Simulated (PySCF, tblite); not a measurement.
# C5H4F2O2: dynamics, then NMR shifts on frames, part 2 of 2

tblite 0.8.0 and PySCF 2.14.0. Atoms count from 0. The steps go on from the part before.

**5. Shielding tensors: 625 fs, PBE0/pcSseg-1**

What the job is given:

```
{"job": {"kind": "nmr", "xc": "PBE0", "basis": "pcSseg-1", "pop": false}, "charge": 0, "multiplicity": 1}
F      1.913500    -0.298800     0.864400
C      1.045100     0.495800     0.148100
F      1.831700     1.244900    -0.722200
O      0.114500    -0.195200    -0.567700
C     -0.978100    -0.806700     0.031900
C     -1.914900    -0.302300     1.038000
C     -2.880200    -1.303400     1.104400
O     -2.559800    -2.336000     0.255300
C     -1.447200    -2.031900    -0.413100
H      0.599600     1.238700     0.824200
H     -2.072600     0.655500     1.427300
H     -3.768900    -1.465900     1.689000
H     -1.037500    -2.627700    -1.251700
```

With the program's defaults for keys left out, this is: GIAO PBE0/pcSseg-1 NMR shielding, non-relativistic, gas phase.

Output:

```text
coarse grid: 12256 points
cycle   1  E = -542.1673955383  dE =  1.638e+00  |g| = 9.053e-01  |ddm| = 3.365e+00
cycle   2  E = -542.0204614497  dE =  1.469e-01  |g| = 1.342e+00  |ddm| = 1.170e+00
cycle   3  E = -542.3065514840  dE = -2.861e-01  |g| = 1.142e-01  |ddm| = 7.264e-01
cycle   4  E = -542.3076554254  dE = -1.104e-03  |g| = 8.790e-02  |ddm| = 1.456e-01
cycle   5  E = -542.3093207197  dE = -1.665e-03  |g| = 1.286e-02  |ddm| = 7.228e-02
cycle   6  E = -542.3093498380  dE = -2.912e-05  |g| = 5.085e-03  |ddm| = 1.285e-02
cycle   7  E = -542.3093548833  dE = -5.045e-06  |g| = 9.846e-04  |ddm| = 3.791e-03
final grid: 123152 points
cycle   8  E = -542.3965343116  dE = -3.017e-05  |g| = 1.353e-02  |ddm| = 2.690e-02
cycle   9  E = -542.3964834215  dE =  5.089e-05  |g| = 2.174e-02  |ddm| = 1.967e-02
cycle  10  E = -542.3965653695  dE = -8.195e-05  |g| = 2.203e-03  |ddm| = 1.313e-02
cycle  11  E = -542.3965664398  dE = -1.070e-06  |g| = 4.598e-04  |ddm| = 1.976e-03
cycle  12  E = -542.3965664800  dE = -4.019e-08  |g| = 1.671e-04  |ddm| = 5.034e-04
cycle  13  E = -542.3965664856  dE = -5.643e-09  |g| = 5.547e-05  |ddm| = 1.648e-04
cycle  14  E = -542.3965664861  dE = -4.676e-10  |g| = 1.380e-05  |ddm| = 3.800e-05
converged SCF energy = -542.3965664861

GIAO shielding tensors (ppm)
atom      isotropic    diamagn.    paramagn.     s11        s22        s33       span
  0 F      251.269     472.690    -221.421    163.371    242.992    347.443    184.072
  1 C       56.261     239.332    -183.072     37.415     62.635     68.731     31.316
  2 F      251.967     471.644    -219.677    139.145    259.809    356.946    217.800
  3 O      193.961     401.073    -207.112    136.569    175.371    269.944    133.375
  4 C       29.344     246.815    -217.471    -38.796     39.776     87.052    125.847
  5 C       73.622     250.816    -177.194    -12.298     65.442    167.721    180.019
  6 C       28.824     254.670    -225.846    -49.618     33.677    102.415    152.033
  7 O       41.879     395.238    -353.359   -129.443    -25.732    280.811    410.254
  8 C       44.067     257.212    -213.145    -30.241     50.115    112.326    142.568
  9 H       24.695      29.386      -4.691     21.163     24.890     28.033      6.871
 10 H       25.091      31.167      -6.076     23.333     24.785     27.156      3.823
 11 H       23.765      28.166      -4.401     20.980     24.908     25.408      4.429
 12 H       22.904      29.634      -6.730     20.302     22.866     25.543      5.242
```

It took 46 s on 1 thread of Intel Xeon at 2.50GHz, shared host; peak memory 0.79 GiB.

This run: δ C6 158.1, C4 157.6, C8 142.9, C1 130.7, H12 8.81, H11 7.95 ppm.

**6. Shielding tensors: 800 fs, PBE0/pcSseg-1**

What the job is given:

```
{"job": {"kind": "nmr", "xc": "PBE0", "basis": "pcSseg-1", "pop": false}, "charge": 0, "multiplicity": 1}
F      1.760200    -0.811700     0.572300
C      1.007800     0.268600     0.210000
F      1.712900     1.280300    -0.340100
O      0.084700    -0.186600    -0.761700
C     -1.036300    -0.672300    -0.148700
C     -1.941100     0.152600     0.569700
C     -3.098900    -0.640000     0.749000
O     -2.865600    -1.893000     0.209000
C     -1.676400    -1.863700    -0.337400
H      0.434600     0.563200     1.079900
H     -1.876300     1.101500     1.048600
H     -3.998000    -0.674800     1.315400
H     -1.213000    -2.751800    -0.872100
```

Method: GIAO PBE0/pcSseg-1 NMR shielding, non-relativistic, gas phase.

Output:

```text
coarse grid: 12256 points
cycle   1  E = -542.1619582862  dE =  1.780e+00  |g| = 8.958e-01  |ddm| = 3.416e+00
cycle   2  E = -542.0219414422  dE =  1.400e-01  |g| = 1.315e+00  |ddm| = 1.179e+00
cycle   3  E = -542.2998404111  dE = -2.779e-01  |g| = 8.947e-02  |ddm| = 7.135e-01
cycle   4  E = -542.3002268010  dE = -3.864e-04  |g| = 7.779e-02  |ddm| = 1.183e-01
cycle   5  E = -542.3015406691  dE = -1.314e-03  |g| = 1.300e-02  |ddm| = 6.554e-02
cycle   6  E = -542.3015705052  dE = -2.984e-05  |g| = 5.421e-03  |ddm| = 1.459e-02
cycle   7  E = -542.3015770094  dE = -6.504e-06  |g| = 1.330e-03  |ddm| = 5.456e-03
final grid: 123152 points
cycle   8  E = -542.3894907402  dE = -2.912e-05  |g| = 1.449e-02  |ddm| = 2.766e-02
cycle   9  E = -542.3894340009  dE =  5.674e-05  |g| = 2.308e-02  |ddm| = 2.161e-02
cycle  10  E = -542.3895267964  dE = -9.280e-05  |g| = 1.857e-03  |ddm| = 1.427e-02
cycle  11  E = -542.3895275222  dE = -7.258e-07  |g| = 4.920e-04  |ddm| = 1.746e-03
cycle  12  E = -542.3895275678  dE = -4.556e-08  |g| = 1.825e-04  |ddm| = 5.331e-04
cycle  13  E = -542.3895275745  dE = -6.728e-09  |g| = 5.222e-05  |ddm| = 1.722e-04
cycle  14  E = -542.3895275749  dE = -4.167e-10  |g| = 1.346e-05  |ddm| = 3.789e-05
converged SCF energy = -542.3895275749

GIAO shielding tensors (ppm)
atom      isotropic    diamagn.    paramagn.     s11        s22        s33       span
  0 F      260.493     473.074    -212.581    174.029    263.895    343.555    169.525
  1 C       51.815     242.989    -191.174     37.220     49.332     68.893     31.673
  2 F      268.420     471.156    -202.736    190.201    280.107    334.952    144.751
  3 O      183.764     399.715    -215.952     89.152    169.778    292.362    203.209
  4 C       37.330     247.717    -210.387    -21.398     39.237     94.151    115.549
  5 C       68.369     250.689    -182.321    -21.406     62.752    163.760    185.166
  6 C       26.661     253.766    -227.105    -47.486     28.777     98.693    146.179
  7 O       35.567     397.879    -362.311   -140.674    -35.171    282.547    423.220
  8 C       46.974     257.947    -210.973    -20.264     48.088    113.097    133.361
  9 H       25.196      30.365      -5.169     21.734     26.018     27.838      6.104
 10 H       24.753      30.465      -5.712     22.979     24.088     27.192      4.214
 11 H       23.861      29.334      -5.473     21.162     24.149     26.273      5.111
 12 H       23.040      28.942      -5.902     19.940     23.468     25.712      5.772
```

It took 48 s on 1 thread of Intel Xeon at 2.50GHz, shared host; peak memory 0.79 GiB.

Key values: δ C6 160.3, C4 149.6, C8 140.0, C1 135.1, H12 8.68, H11 7.86 ppm.

**7. NMR shieldings: 1000 fs, PBE0/pcSseg-1**

What the job is given:

```
{"job": {"kind": "nmr", "xc": "PBE0", "basis": "pcSseg-1", "pop": false}, "charge": 0, "multiplicity": 1}
F      2.060700    -0.997200     0.140600
C      0.971400    -0.158700     0.296200
F      1.325700     1.098700     0.034100
O      0.025300    -0.488600    -0.563000
C     -1.205700    -0.806800     0.024500
C     -2.153800     0.130200     0.606300
C     -3.183100    -0.689700     1.040500
O     -2.927200    -1.974200     0.711800
C     -1.679200    -2.090600     0.198400
H      0.800900    -0.113000     1.382700
H     -1.900500     1.160400     0.741400
H     -4.000400    -0.440500     1.710000
H     -1.315200    -2.996800    -0.295800
```

Level: GIAO PBE0/pcSseg-1 NMR shielding, non-relativistic, gas phase.

Output:

```text
coarse grid: 12256 points
cycle   1  E = -542.1731633244  dE =  1.796e+00  |g| = 8.886e-01  |ddm| = 3.377e+00
cycle   2  E = -542.0558367272  dE =  1.173e-01  |g| = 1.260e+00  |ddm| = 1.123e+00
cycle   3  E = -542.3038696036  dE = -2.480e-01  |g| = 1.058e-01  |ddm| = 6.800e-01
cycle   4  E = -542.3047283871  dE = -8.588e-04  |g| = 8.289e-02  |ddm| = 1.326e-01
cycle   5  E = -542.3061762233  dE = -1.448e-03  |g| = 1.062e-02  |ddm| = 6.721e-02
cycle   6  E = -542.3061977462  dE = -2.152e-05  |g| = 4.294e-03  |ddm| = 1.149e-02
cycle   7  E = -542.3062014507  dE = -3.705e-06  |g| = 8.578e-04  |ddm| = 3.146e-03
final grid: 123152 points
cycle   8  E = -542.3936685187  dE = -3.499e-05  |g| = 1.312e-02  |ddm| = 2.552e-02
cycle   9  E = -542.3936249693  dE =  4.355e-05  |g| = 2.060e-02  |ddm| = 1.866e-02
cycle  10  E = -542.3936972617  dE = -7.229e-05  |g| = 2.145e-03  |ddm| = 1.232e-02
cycle  11  E = -542.3936982700  dE = -1.008e-06  |g| = 4.191e-04  |ddm| = 1.900e-03
cycle  12  E = -542.3936983035  dE = -3.355e-08  |g| = 1.586e-04  |ddm| = 4.671e-04
cycle  13  E = -542.3936983087  dE = -5.178e-09  |g| = 4.567e-05  |ddm| = 1.494e-04
cycle  14  E = -542.3936983090  dE = -2.942e-10  |g| = 1.228e-05  |ddm| = 2.921e-05
converged SCF energy = -542.3936983090

GIAO shielding tensors (ppm)
atom      isotropic    diamagn.    paramagn.     s11        s22        s33       span
  0 F      253.611     472.534    -218.923    147.887    255.097    357.850    209.964
  1 C       61.045     240.007    -178.962     43.979     60.034     79.122     35.143
  2 F      260.102     474.947    -214.845    167.761    285.079    327.465    159.704
  3 O      209.117     401.879    -192.763    147.178    184.149    296.022    148.844
  4 C       19.352     246.753    -227.401    -56.992     29.127     85.921    142.913
  5 C       64.519     254.142    -189.623    -18.744     56.865    155.435    174.180
  6 C       35.282     257.201    -221.919    -43.028     38.890    109.984    153.012
  7 O       46.299     394.425    -348.126   -117.829    -13.915    270.641    388.470
  8 C       43.240     258.211    -214.971    -33.687     44.825    118.581    152.267
  9 H       25.132      29.764      -4.632     23.713     24.477     27.206      3.492
 10 H       24.522      32.066      -7.544     22.520     23.598     27.449      4.929
 11 H       23.633      27.824      -4.190     20.828     24.234     25.837      5.009
 12 H       23.261      29.797      -6.536     20.641     22.973     26.169      5.528
```

It took 53 s on 1 thread of Intel Xeon at 2.50GHz, shared host; peak memory 0.79 GiB.

In short: δ C4 167.6, C6 151.6, C8 143.7, C1 125.9, H12 8.46, H11 8.08 ppm.

**8. Comparing the runs: NMR shifts**

Shifts (ppm) of some atoms, chosen among heavy atoms and hydrogens apart, with basis size and wall time:

```tsv
frame	C4	C5	H10	H12	F2	F0	O3	functions	time
250 fs	152.6	111.4	7.22	6.48	-89.4	-92.4	149.2	173	54 s
425 fs	150.7	105.5	6.43	8.27	-82.8	-72.9	149.2	173	49 s
625 fs	157.6	113.3	6.63	8.81	-81.0	-80.3	142.1	173	46 s
800 fs	149.6	118.6	6.96	8.68	-97.5	-89.5	152.3	173	48 s
1000 fs	167.6	122.4	7.19	8.46	-89.2	-82.7	127.0	173	53 s
```

**9. Results**

The summary covers parts 1 to 2.

| quantity | value |
| --- | --- |
| thermostat | 300 K |
| mean temperature, second half | 323 K |
| mean potential energy above the minimum | 0.52 eV |
| ¹³C shifts against TMS (PBE0/pcSseg-1, 250 fs) | 152.6, 145.8, 130.6, 128.2, 111.4 ppm |
| ¹H shifts against TMS (PBE0/pcSseg-1, 250 fs) | 8.32, 7.22, 7.07, 6.48 ppm |
| ¹⁹F shifts against CFCl3 (PBE0/pcSseg-1, 250 fs) | -89.4, -92.4 ppm |
| ¹⁷O shifts against H2O (PBE0/pcSseg-1, 250 fs) | 288.9, 149.2 ppm |
| range of the shift of O3 | 127.0 to 152.3 ppm |

What this shows: In the second half the potential energy averages 0.52 eV above the minimum; equipartition over 33 harmonic modes at 300 K would give 0.43 eV. With 13 atoms the temperature swings widely (160 to 470 K). Shifts at one fixed geometry are not the observed spectrum, which averages over the motion. In the first frame run (250 fs): The largest span, 392 ppm, is at O7, where the paramagnetic term is -349 ppm. NICS(1)zz of -26 ppm above the planar ring from C4 marks a diatropic (aromatic) ring current. Across the 5 runs the shift of O3 moves most, between 127.0 (1000 fs) and 152.3 ppm (800 fs).
